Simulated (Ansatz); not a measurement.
# CH3FGeO: the cost of one run

Method: RKS PBE-D4/def2-SVP; program: Ansatz 0.2.0.

## 1. The system as given

7 atoms, charge 0, spin multiplicity 1.

Atoms are counted from 1 here; the program's logs count them from 0.

Bond lengths: C1–O2 1.420 Å, C1–H5 1.111 Å, C1–H6 1.112 Å, C1–H7 1.112 Å, O2–Ge3 1.798 Å, Ge3–F4 1.790 Å. Angles: O2–C1–H5 112.4°, O2–C1–H6 109.5°, O2–C1–H7 109.5°, H5–C1–H6 108.8°, H5–C1–H7 109.0°, H6–C1–H7 107.6°, C1–O2–Ge3 126.8°, O2–Ge3–F4 98.5°.

Geometry (Å):

```
C    -0.5018    0.4927    0.3872
O     0.4094    0.6505   -0.6909
Ge    1.4592   -0.6208   -1.4093
F     0.9580   -1.9947   -0.3767
H    -0.5392   -0.5536    0.7592
H    -0.2048    1.1602    1.2251
H    -1.5194    0.7975    0.0596
```

## 2. Relaxation

input.yaml

```yaml
crystal:
  periodic: [false, false, false]
  atoms:
    - { symbol: C, position_ang: [-0.501785, 0.492738, 0.387247] }
    - { symbol: O, position_ang: [0.409372, 0.650493, -0.690851] }
    - { symbol: Ge, position_ang: [1.459193, -0.620781, -1.409311] }
    - { symbol: F, position_ang: [0.957983, -1.994651, -0.376669] }
    - { symbol: H, position_ang: [-0.539196, -0.553602, 0.759244] }
    - { symbol: H, position_ang: [-0.204791, 1.160172, 1.225119] }
    - { symbol: H, position_ang: [-1.519376, 0.797532, 0.059621] }
basis:
  gaussian: { orbitals: def2-SVP }
hamiltonian:
  xc: pbe
  dispersion: d4
output:
  forces: true
relax:
  f_tol: 0.003
  max_steps: 120
```

The run is started by

```bash
$ ansatz run input.yaml --threads 1 --pin off --max-ram 2560MiB --backend cpu --events-out ev --progress --plain --runs-dir out
```

Q: Estimate wall time and peak memory on 1 thread of Arm Neoverse V1, shared host.

About 22 s, with a peak of 0.14 GiB.
